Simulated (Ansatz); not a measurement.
Consider vertical spin-state energies of C2H3ClGe, SMILES C#[C][GeH2][Cl] (the Ansatz DFT code, driven from Python).

`spin.py`:
```python
'''Gap between spin states of C2H3ClGe at one geometry.'''

import ansatz as az

mol = (
    az.Crystal.molecule()
    .atom('C', (1.2489, -1.518, 0.76))
    .atom('C', (0.5162, -0.5773, 0.3209))
    .atom('Ge', (-0.5825, 0.8387, -0.3624))
    .atom('Cl', (-2.2297, 0.0244, -1.3182))
    .atom('H', (1.7999, -2.2694, 1.1049))
    .atom('H', (-0.9864, 1.7702, 0.8209))
    .atom('H', (0.2948, 1.6633, -1.3718))
)

job = mol.calculation()
job = job.basis(gaussian='def2-TZVP')
job = job.functional('hf')
found = {}
for unpaired in [0, 2]:
    data = job.spin('collinear', total=unpaired).run(threads=1).report
    s = unpaired / 2
    found[unpaired] = data['free_energy_ev']
    print(f'2S+1 = {unpaired + 1}: E = {found[unpaired]:.5f} eV, <S^2> = {abs(data["mean_field"]["state"]["spin_squared"]):.3f} (pure state {s * (s + 1):.2f})')
lowest = min(found, key=found.get)
for unpaired, e in found.items():
    print(f'multiplicity {unpaired + 1}: {23.060548 * (e - found[lowest]):.1f} kcal/mol above the lowest')
```

Which spin state is lowest at this geometry, and how far above lie the others?

In order: multiplicity 1 (+0.00 eV) and multiplicity 3 (+3.64 eV), all at the one geometry.

The output:

Output of `python spin.py`:
```text
2S+1 = 1: E = -71085.79214 eV, <S^2> = 0.217 (pure state 0.00)
2S+1 = 3: E = -71082.15418 eV, <S^2> = 2.023 (pure state 2.00)
multiplicity 1: 0.0 kcal/mol above the lowest
multiplicity 3: 83.9 kcal/mol above the lowest
```

What to keep in mind:
- Total energies depend on the basis set; only differences at equal settings carry meaning.
- The geometry is a force-field or estimated start, not a minimum of this method, and the basis set is short of its limit. All parts are taken at fixed geometry, without zero-point energy.
- The expectation value of S² is noticeably off S(S+1) in at least one run, so that state is spin-contaminated.
- Hartree-Fock leaves correlation out, so it favours high-spin states too much.
- Finished in 73 s on 1 thread of Intel(R) Xeon(R) 6975P-C (Granite Rapids), with other jobs on the host, peak memory 0.8 GiB.
